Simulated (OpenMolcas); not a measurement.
# Ru⁴⁺ with 5 ligands (oxide): CASSCF and CASPT2 levels and susceptibility

Which state of Ru⁴⁺ lies lowest among these ligands, how large is the field, and what χT follows?

Program: OpenMolcas 26.06. Level of theory: state-averaged CASSCF and CASPT2, spin-orbit coupling by RASSI with atomic mean-field integrals. These are calculated values, not measurements, unless marked.

**1. Starting point**

* Species: Ru⁴⁺ (ruthenium, Z = 44, 40 electrons)
* Basis: ANO-RCC-VDZP [6s5p3d1f], 126 functions with the ligands
* Scalar Hamiltonian: DKH2, point nucleus
* Inactive shells: 1s 2s 2p 3s 3p 3d 4s 4p of the metal, and all ligand shells
* Active space: 4 electrons in 5 orbitals (4d)
* Some configurations of this space: 4d⁴
* Orbitals: optimised for each spin and parity, averaged over all roots

Outer shells as boxes (Hund's rule):

4d4
```
4d [↑ ][↑ ][↑ ][↑ ][  ]
```

Ru⁴⁺ is taken with 5 ligands (oxide, bromide on the axis) in square pyramid coordination (C4v) at 1.93 Å, the axial distance 2.316 Å. A charge of +1 e stands 3.2 Å behind each ligand. Ligand basis ANO-RCC-VDZP. The distances are assumed, not relaxed.

```xyz
6

Ru    0.0000    0.0000    0.0000
O     1.9300    0.0000    0.0000
O     0.0000    1.9300    0.0000
O    -1.9300    0.0000    0.0000
O     0.0000   -1.9300    0.0000
Br    0.0000    0.0000    2.3160
```

The work runs as a chain of OpenMolcas steps in one folder; each step below is one input file. Labels, J, g values, rates, χT and fits are worked out afterwards by a script from the matrices that RASSI stores.

**2. GATEWAY and SEWARD: basis and integrals**

File a.inp:

```
&GATEWAY
Coord
6

Ru 0.0 0.0 0.0
O 1.930000 0.000000 0.000000
O 0.000000 1.930000 0.000000
O -1.930000 0.000000 0.000000
O 0.000000 -1.930000 0.000000
Br 0.000000 0.000000 2.316000
Basis=Ru.ANO-RCC-VDZP,Br.ANO-RCC-VDZP,O.ANO-RCC-VDZP
Group=NoSym
NoMove
AngMom=0.0 0.0 0.0
AMFI
RICD
XField
5 Angstrom 0
5.130000 0.000000 0.000000 1.000000
0.000000 5.130000 0.000000 1.000000
-5.130000 0.000000 0.000000 1.000000
0.000000 -5.130000 0.000000 1.000000
0.000000 0.000000 5.516000 1.000000
&SEWARD
```

The run is started by

```bash
$ OMP_NUM_THREADS=1 MOLCAS_MEM=2457 MOLCAS_PROJECT=a pymolcas a.inp > a.log
```

**3. Reference wave functions, quintets, 5 roots**

File a.inp:

```
&RASSCF
FileOrb=start.orb
Symmetry=1
Spin=5
nActEl=4 0 0
Inactive=56
Ras2=5
CIRoot=5 5 1
SDav=5
CIMx=300
Iter=150 100
PrWF=0.3
OrbListing=Nothing
MaxOrb=0
LevShft=1.0
>>> COPY $Project.JobIph JOB001
```

start.orb holds start orbitals that the driver prepared beforehand, or those of the step before.

**4. Reference wave functions, triplets, 45 roots**

File a.inp:

```
&RASSCF
FileOrb=start.orb
Symmetry=1
Spin=3
nActEl=4 0 0
Inactive=56
Ras2=5
CIRoot=45 45 1
SDav=45
CIMx=300
Iter=150 100
PrWF=0.3
OrbListing=Nothing
MaxOrb=0
LevShft=1.0
>>> COPY $Project.JobIph JOB002
```

**5. CASSCF: singlets, 50 roots**

File a.inp:

```
&RASSCF
FileOrb=start.orb
Symmetry=1
Spin=1
nActEl=4 0 0
Inactive=56
Ras2=5
CIRoot=50 50 1
SDav=50
CIMx=300
Iter=150 100
PrWF=0.3
OrbListing=Nothing
MaxOrb=0
LevShft=1.0
>>> COPY $Project.JobIph JOB003
```

**6. RASSI: spin-orbit coupling between the states**

File a.inp:

```
&RASSI
NrOfJobIphs=3 5 45 50
1 2 3 4 5
1 2 3 4 5 6 7 8 9 10 11 12 13 14 15 16 17 18 19 20 21 22 23 24 25 26 27
28 29 30 31 32 33 34 35 36 37 38 39 40 41 42 43 44 45
1 2 3 4 5 6 7 8 9 10 11 12 13 14 15 16 17 18 19 20 21 22 23 24 25 26 27
28 29 30 31 32 33 34 35 36 37 38 39 40 41 42 43 44 45 46 47 48 49 50
IphNames
JOB001
JOB002
JOB003
EJob
SpinOrbit
DIPRint=1.0
SOCoupling=1000.0
Subsets=2
Property=9
'ANGMOM' 1 'ANGMOM' 2 'ANGMOM' 3 'MLTPL  1' 1 'MLTPL  1' 2 'MLTPL  1' 3
'AMFI' 1 'AMFI' 2 'AMFI' 3
SOProperty=3
'ANGMOM' 1 'ANGMOM' 2 'ANGMOM' 3
```

**7. CASPT2: IPEA 0.25, imaginary shift 0.1 (28 orbitals frozen, the lowest in energy)**

File a.inp:

```
>>> COPY JOB001 $Project.JobIph
&CASPT2
Multistate=5 1 2 3 4 5
NoMult
Frozen=28
IPEA=0.25
Imaginary=0.1
MaxIter=60
WThr=0.0 0.3 0.05
PrWF=0.5
NoMix
>>> COPY JOB002 $Project.JobIph
&CASPT2
Multistate=45 1 2 3 4 5 6 7 8 9 10 11 12 13 14 15 16 17 18 19 20 21 22
23 24 25 26 27 28 29 30 31 32 33 34 35 36 37 38 39 40 41 42 43 44 45
NoMult
Frozen=28
IPEA=0.25
Imaginary=0.1
MaxIter=60
WThr=0.0 0.3 0.05
PrWF=0.5
NoMix
>>> COPY JOB003 $Project.JobIph
&CASPT2
Multistate=50 1 2 3 4 5 6 7 8 9 10 11 12 13 14 15 16 17 18 19 20 21 22
23 24 25 26 27 28 29 30 31 32 33 34 35 36 37 38 39 40 41 42 43 44 45 46
47 48 49 50
NoMult
Frozen=28
IPEA=0.25
Imaginary=0.1
MaxIter=60
WThr=0.0 0.3 0.05
PrWF=0.5
NoMix
```

(Steps that only read results are left out.)

**Question.** What will these runs give? Wanted: spin-free ground state; first state of the same spin within the active space; lowest level; next level.

The runs gave:

| quantity | value |
| --- | --- |
| method | SS-CASPT2, IPEA 0.25, imaginary shift 0.1 (28 orbitals frozen, the lowest in energy) |
| spin-free ground state | quintet, 1-fold in its orbital part |
| first state of the same spin within the active space | quintet at 35300 cm⁻¹ |
| lowest level | 1-fold |
| next level | 17.6 cm⁻¹ |
| χT at 300 K | 2.86 cm³ K/mol |
| effective moment at 300 K | 4.78 μB |

Cost by method:

```
                                                                                 method  time of its own steps  time with the reference
                                                                              A. CASSCF                1.7 min                  1.7 min
B. SS-CASPT2, IPEA 0.25, imaginary shift 0.1 (28 orbitals frozen, the lowest in energy)                 12 min                   13 min
```

Times are of one thread on a shared host.

In words: The spin-free ground state (quintet) is 1-fold and keeps the highest spin of the shell. χT at 300 K is 2.86, against 3.01 cm³ K/mol for the spin alone; near agreement at one temperature doesn't show that the orbital moment is quenched. An active space of the d shell alone favours high spin; real ions in strong fields can be low spin. The frozen orbitals are chosen by energy, so an outer shell of the metal can be frozen while a deeper shell elsewhere is correlated. With metal d orbitals alone active, the gaps between spin states are rough; where two lie within a few thousand cm-1, their order is open. The bonds are covalent and no ligand orbital is active, so the numbers are rough. Bare point charges leave oxide and sulfide ligands too diffuse, so the field comes out too small.
